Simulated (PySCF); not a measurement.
# C5H6O2: the cost of one run

Programs: PySCF 2.14.0, with routines of our own; each step states its level. All values are computed. Atoms count from 0.

## 1. The starting structure

13 atoms, charge 0, multiplicity 3; geometry from: GFN2-xTB.

## 2. Open-shell or spin-flip excitations: unrestricted TDA wB97X-D/def2-SVPD

The job: settings as JSON, then the geometry in Å.

```
{"job": {"kind": "uabs", "xc": "wB97X-D", "basis": "def2-SVPD", "nstates": 10, "tda": true}, "charge": 0, "multiplicity": 3}
C      2.077300    -0.691433    -0.143266
C      1.188174     0.248370    -0.542848
C     -0.175427     0.326262    -0.181658
C     -1.012151     1.381695    -0.690022
C     -0.800834    -0.645461     0.715564
O     -0.274203    -1.595361     1.255661
O     -2.111175    -0.370086     0.907272
H      3.097981    -0.660305    -0.482708
H      1.792191    -1.487991     0.519364
H      1.524306     1.032792    -1.211393
H     -1.614921     1.230150    -1.567337
H     -1.203403     2.261999    -0.103154
H     -2.492225    -1.030146     1.506797
```

Level: unrestricted TDA wB97X-D/def2-SVPD, vertical, gas phase, core orbitals frozen in the response.

The run is started by

```bash
> OMP_NUM_THREADS=1 python excited_run.py task.json out
```

One launch serves the whole session: the jobs run in the order shown.

**Question.** How long does this first job take on 1 thread of Intel Xeon at 2.50GHz, shared host, and how much memory does it need?

About 2.4 min, with a peak of 0.7 GiB.
